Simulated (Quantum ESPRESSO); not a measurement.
A run of Quantum ESPRESSO 7.5:

pw.in

```
&CONTROL
  calculation = 'scf'
  prefix = 'pwscf'
  outdir = './tmp'
  pseudo_dir = './pseudo'
  tprnfor = .true.
  tstress = .true.
  disk_io = 'low'
/
&SYSTEM
  ibrav = 0
  nat = 2
  ntyp = 2
  ecutwfc = 70
  nbnd = 15
  occupations = 'smearing'
  smearing = 'fd'
  degauss = 0.00146997
/
&ELECTRONS
  conv_thr = 4d-10
  electron_maxstep = 120
  mixing_beta = 0.5
/
ATOMIC_SPECIES
In   114.8180 In.upf
P     30.9738 P.upf
CELL_PARAMETERS angstrom
   0.0000000000    2.9305000000    2.9305000000
   2.9305000000    0.0000000000    2.9305000000
   2.9305000000    2.9305000000    0.0000000000
ATOMIC_POSITIONS crystal
In     0.0000000000    0.0000000000    0.0000000000
P      0.2500000000    0.2500000000    0.2500000000
K_POINTS automatic
4 4 4 1 1 1
```

Contents of gamma.in:

```
&CONTROL
  calculation = 'bands'
  prefix = 'pwscf'
  outdir = './tmp'
  pseudo_dir = './pseudo'
  disk_io = 'low'
  verbosity = 'high'
/
&SYSTEM
  ibrav = 0
  nat = 2
  ntyp = 2
  ecutwfc = 70
  nbnd = 15
  occupations = 'smearing'
  smearing = 'fd'
  degauss = 0.00146997
/
&ELECTRONS
  conv_thr = 1d-08
  electron_maxstep = 120
  mixing_beta = 0.5
  diago_full_acc = .true.
/
ATOMIC_SPECIES
In   114.8180 In.upf
P     30.9738 P.upf
CELL_PARAMETERS angstrom
   0.0000000000    2.9305000000    2.9305000000
   2.9305000000    0.0000000000    2.9305000000
   2.9305000000    2.9305000000    0.0000000000
ATOMIC_POSITIONS crystal
In     0.0000000000    0.0000000000    0.0000000000
P      0.2500000000    0.2500000000    0.2500000000
K_POINTS crystal
1
0.0 0.0 0.0 1
```

File scf2.in:

```
&CONTROL
  calculation = 'scf'
  prefix = 'pwscf'
  outdir = './tmp'
  pseudo_dir = './pseudo'
  tprnfor = .true.
  tstress = .true.
  disk_io = 'low'
/
&SYSTEM
  ibrav = 0
  nat = 2
  ntyp = 2
  ecutwfc = 70
  nbnd = 15
  occupations = 'fixed'
/
&ELECTRONS
  conv_thr = 1d-13
  electron_maxstep = 120
  mixing_beta = 0.5
  startingpot = 'file'
/
ATOMIC_SPECIES
In   114.8180 In.upf
P     30.9738 P.upf
CELL_PARAMETERS angstrom
   0.0000000000    2.9305000000    2.9305000000
   2.9305000000    0.0000000000    2.9305000000
   2.9305000000    2.9305000000    0.0000000000
ATOMIC_POSITIONS crystal
In     0.0000000000    0.0000000000    0.0000000000
P      0.2500000000    0.2500000000    0.2500000000
K_POINTS automatic
4 4 4 1 1 1
```

ph.in

```
dielectric of InP
&INPUTPH
  prefix = 'pwscf'
  outdir = './tmp'
  tr2_ph = 1d-16
  fildyn = 'dyn'
  niter_ph = 60
  alpha_mix(1) = 0.7
  epsil = .true.
  trans = .false.
  zeu = .true.
/
0.0000000000 0.0000000000 0.0000000000
```

Potentials or basis: PseudoDojo 0.4.1 SR LDA standard.

Command:

```console
$ OMP_NUM_THREADS=1 pw.x -in pw.in > pw.out
$ OMP_NUM_THREADS=1 pw.x -in gamma.in > gamma.out
$ OMP_NUM_THREADS=1 pw.x -in scf2.in > scf2.out
$ OMP_NUM_THREADS=1 ph.x -in ph.in > ph.out
```

Hardware: 1 thread of Intel(R) Xeon(R) 6975P-C (Granite Rapids) (shared host).

Question: How long does it take, and how much memory?

Answer: Wall time 62 s on 1 thread of Intel(R) Xeon(R) 6975P-C (Granite Rapids), with other jobs on the host, peak memory 0.08 GiB. Counts: scf iterations 13, k pools 1, bands 15, k points 10, g dense 26813.
